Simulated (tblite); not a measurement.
# ClH7N2Si3: the cost of one run

Programs: tblite 0.8.0 and PySCF 2.14.0. All values are calculated, for the isolated system unless a continuum is named. Atoms count from 0, parts from 1.

## 1. The system as given

13 atoms, charge 0, multiplicity 1; geometry: distance geometry start.

## 2. Relaxing the cluster with GFN2-xTB

Job settings and geometry (Å):

```
{"job": {"kind": "relax", "xc": "GFN2-xTB", "basis": "xTB"}, "charge": 0, "multiplicity": 1}
N     -1.121188     0.139690    -0.164300
Si     0.651903     0.672543    -0.061695
N      0.085641     2.291327     0.586046
Si    -1.686632     1.766101     0.457247
Si    -2.619996     1.569191     2.475450
Cl    -3.455417    -0.379867     2.694287
H     -1.352464    -0.649841     0.428031
H      1.244777     0.805087    -1.330136
H      1.342459    -0.061768     0.900763
H      0.315239     3.104211     0.003644
H     -2.426636     2.519218    -0.453009
H     -1.613794     1.748192     3.486851
H     -3.621287     2.528271     2.659870
```

Level: GFN2-xTB geometry optimisation, gas phase.

Launch:

```bash
OMP_NUM_THREADS=1 python cluster_run.py task.json out
```

One launch serves the whole session: the jobs run in the order shown.

**Question.** How long does this first job take on 1 thread of Intel Xeon 6975P-C, shared host?

About 3.6 s.
